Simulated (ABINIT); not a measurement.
**BiTe in ABINIT: convergence with pawecutdg**

Input of the first run (pawecutdg 18.5); the others differ in this setting and in those tied to it:

run.abi

```
# Pseudopotentials
pp_dirpath "./"
pseudos "Bi.GGA_PBE-JTH_sp.xml, Te.GGA_PBE-JTH.xml"

# Structure
acell 3*1.0 Angstrom
rprim
     2.4227077728     1.3987509848     3.3172919545
    -2.4227077728     1.3987509848     3.3172919545
     0.0000000000    -2.7975019696     3.3172919545
ntypat 2
znucl 83 52
natom 2
typat 1 2
xred
     0.5000000000     0.5000000000     0.5000000000
     0.0000000000     0.0000000000     0.0000000000

# Plane-wave basis
ecut 18.0
pawecutdg 18.5

# k points
kptopt 1
ngkpt 7 7 7
nshiftk 1
shiftk 0.0 0.0 0.0

# Exchange and correlation
ixc -497498
usekden 1
pawxcdev 0

# Bands and occupations
nband 10
occopt 7
tsmear 0.1 eV

# SCF cycle
nstep 100
tolvrs 1.0e-7

# Output
iomode 3
prtwf 0
prtden 0
prteig 0
prtebands 0
```

Potentials or basis: JTH PAW PBE v2.0 sp.

Run with:

```sh
$ abinit run.abi > log 2>&1
```

The cell comes from a database or a generator and needn't be the stable form of this composition.

Hardware: 1 thread of Arm Neoverse V1 (shared host).

```tsv
pawecutdg	energy less the tightest run, at zero smearing (meV/atom)	SCF cycles	CPU time (s)	peak memory (GiB)
18.5	-0.06	7	55	0.12
21.6	-0.18	7	55	0.12
27	0.02	7	55	0.12
32.4	0.03	7	56	0.14
39.6	0.03	7	56	0.15
48.6	0.00	7	55	0.17
59.4	0.00	8	61	0.2
```

Against the tightest run, the energy stays within 1 meV/atom from 18.5 on. The tightest run that finished is the yardstick and may itself not be fully converged.
